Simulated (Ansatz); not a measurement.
**SrCu2Sb2: properties at the relaxed cell**

The task here is to estimate one member of a computed series from the others.

Computed with Ansatz 0.2.0 (DFT PBEsol, scalar-relativistic, plane waves, PAW, unless a step's input says otherwise).

1 further run of the same task is left out (set aside as unsound or not needed). Runs told in other sessions of the task aren't counted.

## The structure to begin with

The structure is tetragonal, space group P4/nmm (No. 129). The conventional cell has a = 4.519 Å, b = 4.519 Å, c = 10.649 Å, α = 90.00°, β = 90.00°, γ = 90.00°. Around Sr (site symmetry 4mm) lie 8 Cu at 3.39 to 3.48 Å and 9 Sb at 3.40 to 3.89 Å. Around Cu (site symmetry 4mm) lie 5 Sb at 2.54 to 2.67 Å. Cu (site symmetry -4m2) is surrounded by 4 Sb at 2.64 Å and 4 Cu at 3.20 Å and 4 Sr at 3.39 Å. Sb (site symmetry 4mm) is surrounded by 5 Cu at 2.54 to 2.64 Å. Sb (site symmetry -4m2) is surrounded by 4 Cu at 2.67 Å.

Structure file:

```cif
data_structure
_symmetry_space_group_name_H-M 'P 1'
_symmetry_Int_Tables_number 1
_cell_length_a 4.5195
_cell_length_b 4.5195
_cell_length_c 10.6489
_cell_angle_alpha 90.000
_cell_angle_beta 90.000
_cell_angle_gamma 90.000
_cell_volume 217.51
loop_
_atom_site_label
_atom_site_type_symbol
_atom_site_fract_x
_atom_site_fract_y
_atom_site_fract_z
_atom_site_occupancy
Sr1 Sr 0.50000 0.00000 0.23708 1
Sr2 Sr 0.00000 0.50000 0.76292 1
Cu1 Cu 0.50000 0.00000 0.63297 1
Cu2 Cu 0.00000 0.00000 0.00000 1
Cu3 Cu 0.00000 0.50000 0.36703 1
Cu4 Cu 0.50000 0.50000 0.00000 1
Sb1 Sb 0.00000 0.50000 0.12853 1
Sb2 Sb 0.50000 0.50000 0.50000 1
Sb3 Sb 0.00000 0.00000 0.50000 1
Sb4 Sb 0.50000 0.00000 0.87147 1
```

It goes back to an entry of the Materials Project.

This cell was relaxed beforehand with the same method: volume 21.75 Å³/atom, gap on the mesh none (metal).

Set-up of the first run:

The input, input.yaml:

```yaml
crystal:
  lattice:
    - [4.4738403713, 0.0, 0.0]
    - [0.0, 4.4738403713, 0.0]
    - [0.0, 0.0, 10.5413307516]
  atoms:
    - { symbol: Sr, position: [0.5, 0.0, 0.2370827391] }
    - { symbol: Sr, position: [0.0, 0.5, 0.7629172609] }
    - { symbol: Cu, position: [0.5, 0.0, 0.6329667962] }
    - { symbol: Cu, position: [0.0, 0.0, 0.0] }
    - { symbol: Cu, position: [0.0, 0.5, 0.3670332038] }
    - { symbol: Cu, position: [0.5, 0.5, 0.0] }
    - { symbol: Sb, position: [0.0, 0.5, 0.1285308111] }
    - { symbol: Sb, position: [0.5, 0.5, 0.5] }
    - { symbol: Sb, position: [0.0, 0.0, 0.5] }
    - { symbol: Sb, position: [0.5, 0.0, 0.8714691889] }
basis:
  ecutwfc: 420
kpoints:
  mp_grid: { grid: [8, 8, 4] }
hamiltonian:
  xc: pbesol
scf:
  occupations: { method: gaussian, width: 0.1 }
output:
  forces: true
  stress: true
  eigenvalues: true
relax:
  adjacent_minimum: "off"
  f_tol: 0.01
  max_steps: 30
  cell: { stress_tol: 0.1, fix: [volume] }
```

Command:

```sh
$ ansatz run input.yaml --threads 2 --pin off --max-ram 5120MiB --backend cpu --events-out ev --progress --plain --runs-dir out
```

Among the steps run: The cell scaled to 0.97 of its volume; Volume × 1.03; The cell scaled to 0.94 of its volume; Volume × 1.06; Volume × 0.91; Volume × 1.10; Volume × 0.88.

One table of the session follows, with a row left open; its other results are not shown here.

It belongs to the step «Energy against volume». 

| volume (Å³/atom) | energy above the lowest point (meV/atom) | pressure (GPa) |
| --- | --- | --- |
| 19.141 | 88.4 | 12.27 |
| 19.794 | 46.6 | 8.37 |
| 20.446 | 19.4 | 5.09 |
| 21.099 | ? | ? |
| 21.751 | 0.0 | 0.00 |
| 22.404 | 4.1 | -1.96 |
| 23.056 | 15.6 | -3.61 |
| 23.926 | 40.2 | -5.40 |

**Question.** Estimate the row for volume (Å³/atom) = 21.099.

Worked estimate for «energy above the lowest point (meV/atom)». A straight line through the neighbours (20.446, 19.4) and (21.751, 0.0) gives 19.4 + (0.0 − 19.4) × (21.099 − 20.446) / (21.751 − 20.446) = 9.7; a parabola fitted to 4 rows on both sides gives 4.5.

As computed: energy above the lowest point (meV/atom): 4.5; pressure (GPa): 2.32. In «energy above the lowest point (meV/atom)» the line misses by +5.2 and the parabola by 0.0.
